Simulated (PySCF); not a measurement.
# The bond of InF−, level by level

An exercise on one series of results from a longer session: the logs are not shown, and one member is left open.

Computed with PySCF 2.14.0. Level: In def2-TZVPPD with ECP28, F def2-TZVPPD, scalar-relativistic core potentials.

2 further runs of the same task are left out: 2 set aside as unsound or not needed.

Set-up of the first run:

The job is set up so:

```yaml
atoms: In, F
charge: -1
basis: In def2-TZVPPD with ECP28, F def2-TZVPPD
Hamiltonian: scalar-relativistic core potentials
basis_functions: 96
electrons_treated: 31
masses_in_u: 114.9039, 18.9984
levels: PBE0, PBE, r²SCAN, BP86, B97-3, r²SCAN0, M06-2X, revPBE, HSE06, HF, MP2, SCS-MP2, CCSD, CCSD(T)
grid: 80 radial by 434 angular points
occupations: held fixed by the projection of orbital angular momentum
dissociation_limit: In + F−, each in its ground configuration
starting_distance_in_angstrom: 2.105
values_of_2S_to_try: 1, 3
```

Run with:

```
$ OMP_NUM_THREADS=2 python dia.py task.json out
```

Among the steps run: The job; The PBE0 curve of the state that the search chose; PBE; r²SCAN (meta-GGA); BP86 (GGA); B97-3 (global hybrid GGA); r²SCAN0 (hybrid meta-GGA); M06-2X (hybrid meta-GGA); revPBE; HSE06 (range-separated hybrid); UHF (mean field); Correlated methods on the Hartree–Fock reference.

One of the session's tables, all rows but one given; the rest of the session is left out.

Energy (eV) from each level's lowest point:

| R (Å) | UHF | UHF-MP2 | UHF-SCS-MP2 | UHF-CCSD | UHF-CCSD(T) |
| --- | --- | --- | --- | --- | --- |
| 1.797 | 0.641 | 0.733 | 0.754 | n/a | n/a |
| 1.881 | 0.244 | 0.309 | 0.322 | 0.286 | 0.299 |
| 1.965 | 0.053 | 0.090 | 0.097 | 0.076 | 0.084 |
| 2.027 | ? | ? | ? | ? | ? |
| 2.090 | 0.001 | 0.000 | 0.000 | 0.000 | 0.000 |
| 2.153 | 0.038 | 0.021 | 0.018 | 0.028 | 0.025 |
| 2.236 | 0.127 | 0.090 | 0.083 | 0.105 | 0.098 |
| 2.341 | 0.271 | 0.216 | 0.204 | 0.239 | 0.229 |
| 2.466 | 0.464 | 0.394 | 0.377 | 0.424 | 0.413 |
| 2.633 | 0.720 | 0.638 | 0.615 | n/a | n/a |

Estimate the missing values for R (Å) = 2.027.

Worked estimate for «UHF». A straight line through the neighbours (1.965, 0.053) and (2.090, 0.001) gives 0.053 + (0.001 − 0.053) × (2.027 − 1.965) / (2.090 − 1.965) = 0.027; a parabola fitted to 4 rows on both sides gives -0.003.

**Answer.** UHF: 0.000; UHF-MP2: 0.018; UHF-SCS-MP2: 0.021; UHF-CCSD: 0.011; UHF-CCSD(T): 0.014. In «UHF» the line misses by +0.027 and the parabola by -0.003.
